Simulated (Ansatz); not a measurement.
# CHAlSSe: how energies converge with the basis set

One table from this session's results is given with a row withheld; the runs are named, their logs left out.

Computed with Ansatz 0.2.0, Gaussian basis. Level: one geometry, several basis sets.

Plan: PBE0-D4/def2-SVP; ωB97M-V/def2-SVP; PBE0-D4/def2-QZVPP; ωB97M-V/def2-QZVPP; the functionals' def2-TZVPP values are taken from earlier runs.

### Structure used throughout

The geometry comes from an earlier relaxation with PBE0-D4 in a triple-zeta def2 set; it is a stationary point.

5 atoms, charge 0, spin multiplicity 1.

Atoms are counted from 1 here; the program's logs count them from 0.

Bond lengths: Se1–C2 1.751 Å, C2–Al3 1.896 Å, C2–S4 1.798 Å, Al3–S4 2.155 Å, Al3–H5 1.568 Å. Angles: Se1–C2–Al3 159.3°, Se1–C2–S4 129.4°, Al3–C2–S4 71.3°, C2–Al3–S4 52.2°, C2–Al3–H5 161.6°, S4–Al3–H5 146.2°, C2–S4–Al3 56.5°.

Geometry (Å):

| atom | x (Å) | y (Å) | z (Å) |
| --- | --- | --- | --- |
| Se1 | -2.56926 | -0.21647 | -0.09386 |
| C2 | -0.81987 | -0.20620 | -0.01777 |
| Al3 | 0.95159 | 0.46857 | -0.03513 |
| S4 | 0.32038 | -1.57484 | 0.22693 |
| H5 | 2.16706 | 1.45534 | -0.12157 |

The first run:

Contents of in.yaml:

```yaml
crystal:
  periodic: [false, false, false]
  atoms:
    - {symbol: Se, position_ang: [-2.569258, -0.216472, -0.093859]}
    - {symbol: C, position_ang: [-0.819867, -0.206197, -0.017773]}
    - {symbol: Al, position_ang: [0.951593, 0.468573, -0.035132]}
    - {symbol: S, position_ang: [0.320375, -1.574844, 0.226929]}
    - {symbol: H, position_ang: [2.167057, 1.455341, -0.121565]}
basis:
  gaussian: {orbitals: def2-SVP}
hamiltonian: {xc: pbe0, dispersion: d4}
output: {orbitals: {seedname: orbitals}}
```

Launch:

```console
$ ansatz run in.yaml --threads 2 --pin off --events-out ev --progress --plain --max-ram 4352MiB
```

Steps of the session up to this table: PBE0-D4 in def2-SVP; ωB97M-V in def2-SVP; PBE0-D4 in def2-QZVPP; ωB97M-V in def2-QZVPP.

One of the session's tables, all rows but one given; the rest of the session is left out.

It belongs to the step «Density functionals: the series». 

```
functional       basis  HOMO (eV)  LUMO (eV)
   PBE0-D4    def2-SVP      -5.58      -2.49
   PBE0-D4  def2-TZVPP          ?          ?
   PBE0-D4  def2-QZVPP      -5.75      -2.67
   ωB97M-V    def2-SVP      -7.56      -0.55
   ωB97M-V  def2-TZVPP      -7.73      -0.74
   ωB97M-V  def2-QZVPP      -7.76      -0.80
```

Estimate the missing values for PBE0-D4, def2-TZVPP.

As computed: HOMO (eV): -5.73; LUMO (eV): -2.64. In the column «HOMO (eV)» it lies between PBE0-D4, def2-QZVPP (-5.75) and PBE0-D4, def2-SVP (-5.58).
